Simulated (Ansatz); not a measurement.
# The tellurium atom: one species, many methods

The task here is to estimate one member of a computed series from the others.

Method: functionals in def2-TZVPP, the program's frozen cores in correlated methods; program: Ansatz 0.2.0, Gaussian basis.

Plan: LDA (SPW92), PBE, revPBE, BLYP, r2SCAN, B97M-V, PBE0, B3LYP, r2SCANh, r2SCAN0, HSE06, BHLYP, CAM-B3LYP, LC-ωPBE, ωB97X-V, ωB97M-V, B2PLYP, PBE-QIDH; CCSD(T)/def2-SVP; CCSD(T)/def2-TZVPP; CCSD(T)/def2-QZVPP; extrapolation to the limit; RPA on PBE.

**The atom**

SMILES `[Te]`, 1 atom, charge 0, spin multiplicity 3.

Te takes the def2 core potential; no spin-orbit term is included.

Set-up of the first run:

The input, in.yaml:

```yaml
crystal:
  periodic: [false, false, false]
  atoms:
    - {symbol: Te, position_ang: [0.000000, 0.000000, 0.000000]}
basis:
  gaussian: {orbitals: def2-TZVPP}
magnetization: {spin_polarized: true, initial_magnetization: 2}
hamiltonian: {xc: lda}
output: {orbitals: {seedname: orbitals}}
```

Among the steps run: LDA; PBE (GGA); revPBE (GGA); BLYP (GGA); r2SCAN (meta-GGA); B97M-V (meta-GGA); PBE0 (hybrid); B3LYP (hybrid); r2SCANh (hybrid); r2SCAN0 (hybrid); HSE06 (hybrid); BHLYP (hybrid); CAM-B3LYP (range-separated); LC-ωPBE (range-separated); ωB97X-V (range-separated); ωB97M-V (range-separated); B2PLYP (double hybrid); PBE-QIDH (double hybrid).

One of the session's tables, all rows but one given; the rest of the session is left out.

It belongs to the step «Orbital energies across the functionals». Levels, from each run's orbital file (highest filled and lowest empty over both spins):

| functional | HOMO (eV) | LUMO (eV) | gap (eV) |
| --- | --- | --- | --- |
| LDA (SPW92) | -5.38 | -5.46 | -0.08 |
| PBE | -5.23 | -5.02 | 0.21 |
| revPBE | -5.19 | -4.88 | 0.31 |
| BLYP | -5.14 | -5.11 | 0.03 |
| r2SCAN | -5.47 | -4.60 | 0.87 |
| B97M-V | -5.40 | -4.94 | 0.46 |
| PBE0 | -6.26 | -4.02 | 2.24 |
| B3LYP | -6.10 | -4.48 | 1.62 |
| r2SCANh | -5.85 | -4.25 | 1.60 |
| r2SCAN0 | -6.42 | -3.74 | 2.69 |
| HSE06 | -5.86 | -4.39 | 1.47 |
| BHLYP | -7.17 | -3.19 | 3.97 |
| CAM-B3LYP | -7.55 | -3.09 | 4.45 |
| LC-ωPBE | -8.85 | -1.59 | 7.26 |
| ωB97X-V | -8.55 | -2.09 | 6.46 |
| ωB97M-V | ? | ? | ? |

Estimate the missing values for ωB97M-V.

As computed: HOMO (eV): -8.33; LUMO (eV): -2.09; gap (eV): 6.24. In the column «HOMO (eV)» it lies between ωB97X-V (-8.55) and CAM-B3LYP (-7.55).

Caveats from the session: A negative gap means that an empty level lies below a filled one: whole occupations of an open shell aren't an aufbau state there.
